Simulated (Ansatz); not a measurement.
# BiRu (rocksalt type): how the settings move a single-point run

Aim: see which settings change the result for BiRu (rocksalt type), by how much, and at what cost.

Computed with Ansatz 0.2.0 (reference: DFT, LDA, all-electron LAPW, scalar-relativistic, unless a step's input says otherwise).

1 further run of the same task is left out (it didn't finish). Runs told in other sessions of the task aren't counted.

## (1) The system as given

Symmetry: Fm-3m, No. 225, cubic system. The conventional cell has a = 5.036 Å, b = 5.036 Å, c = 5.036 Å, α = 90.00°, β = 90.00°, γ = 90.00°. Ru (site symmetry m-3m) is surrounded by 6 Bi at 2.52 Å. Bi (site symmetry m-3m) is surrounded by 6 Ru at 2.52 Å.

Coordinates:

```cif
data_structure
_symmetry_space_group_name_H-M 'P 1'
_symmetry_Int_Tables_number 1
_cell_length_a 3.5611
_cell_length_b 3.5611
_cell_length_c 3.5611
_cell_angle_alpha 60.000
_cell_angle_beta 60.000
_cell_angle_gamma 60.000
_cell_volume 31.93
loop_
_atom_site_label
_atom_site_type_symbol
_atom_site_fract_x
_atom_site_fract_y
_atom_site_fract_z
_atom_site_occupancy
Ru1 Ru 0.00000 0.00000 0.00000 1
Bi1 Bi 0.50000 0.50000 0.50000 1
```

## (2) The reference run

File input.yaml:

```yaml
crystal:
  lattice:
    - [0.0, 2.5181006218, 2.5181006218]
    - [2.5181006218, 0.0, 2.5181006218]
    - [2.5181006218, 2.5181006218, 0.0]
  atoms:
    - { symbol: Ru, position: [0.0, 0.0, 0.0] }
    - { symbol: Bi, position: [0.5, 0.5, 0.5] }
kpoints:
  mp_grid: { grid: [13, 13, 13] }
scf:
  occupations: { method: fermi_dirac, width: 0.08 }
hamiltonian:
  xc: lda
  pseudopotentials: { kind: all_electron, lapw: { basis_error: 0.001 } }
output:
  forces: true
  stress: true
  eigenvalues: true
  populations: true
```

On the command line:

```sh
ansatz run input.yaml --threads 1 --pin off --max-ram 2048MiB --backend cpu --events-out ev --progress --plain --runs-dir out
```

## (3) Variant: occupations.method cold, occupations.width 0.3

Changes to input.yaml since step 2:

```diff
@@ -11,3 +11,3 @@
 scf:
-  occupations: { method: fermi_dirac, width: 0.08 }
+  occupations: { method: cold, width: 0.3 }
 hamiltonian:
```

What does the calculation give? Wanted: for each run, ending; energy change; pressure; gap; force.

As calculated:

| run | ending | energy change | pressure (GPa) | gap (eV) | force (eV/Å) | cycles | time |
| --- | --- | --- | --- | --- | --- | --- | --- |
| reference | converged | 0 | 54.5 | 0.00 | 0.00 | 10 | 26 s |
| 1: occupations.method cold, occupations.width 0.3 | converged | +3.4 meV/atom (σ→0) | 54.3 | 0.00 | 0.00 | 10 | 27 s |

Residual by cycle in the longest SCF loop of each run; runs are numbered as in the table. The quantity is the density residual dr2, in eV.

| cycle | reference | run 1 |
| --- | --- | --- |
| 1 | 0.198 | 0.202 |
| 2 | 0.0902 | 0.0906 |
| 3 | 0.0227 | 0.0234 |
| 4 | 0.00852 | 0.00795 |
| 5 | 2.5e-4 | 2.1e-4 |
| 6 | 1.7e-4 | 2.0e-4 |
| 7 | 4.0e-5 | 4.5e-5 |
| 8 | 1.3e-6 | 1.6e-6 |
| 9 | 1.4e-7 | 1.5e-7 |
| 10 | 1.4e-8 | 1.3e-8 |

Changing the smearing moves the energy by +3.4 meV/atom (σ→0 values). The structure is not at rest: the sound run finds 55 GPa, so these are no properties of the relaxed crystal. 
